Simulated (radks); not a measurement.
# The Coulomb parameter U of the 5d shell of Hf⁺

One table from this session's results is given with a row withheld; the runs are named, their logs left out.

Method: scalar-relativistic Kohn-Sham, PBE, spin-unpolarised, spherical densities, point nucleus. Code: radks (a radial shooting solver on a logarithmic mesh, Libxc functionals) version 1.

## Starting point

* element: hafnium (Z = 72)
* charge: +1
* electrons: 71
* configuration: [Xe] 4f14 5d1.5 6s1.5

The first run:

The run's settings:

```text
Z 72
configuration [Xe] 4f14 5d1.5 6s1.5
relativity scalar-relativistic
functional pbe,pbe
spin unpolarised
nucleus point
c 137.035999084
```

Steps of the session up to this table: Start: [Xe] 4f14 5d1.5 6s1.5.

One table of the session follows, with a row left open; its other results are not shown here.

It belongs to the step «Start: [Xe] 4f14 5d1.5 6s1.5». Radial moments (bohr):

| level | <r> | outermost maximum (interpolated) | 90 % within | nodes |
| --- | --- | --- | --- | --- |
| 4s | ? | ? | ? | ? |
| 4p | 0.4977 | 0.458 | 0.724 | 2 |
| 4d | 0.5352 | 0.471 | 0.804 | 1 |
| 5s | 1.134 | 1.02 | 1.63 | 4 |
| 5p | 1.338 | 1.16 | 1.96 | 3 |
| 4f | 0.6763 | 0.455 | 1.15 | 0 |
| 6s | 3.158 | 2.76 | 4.60 | 5 |
| 5d | 2.221 | 1.65 | 3.54 | 2 |

Q: Estimate the row for 4s from the others.

**Answer.** <r>: 0.4682; outermost maximum (interpolated): 0.437; 90 % within: 0.672; nodes: 3. In the column «<r>» it is the lowest.
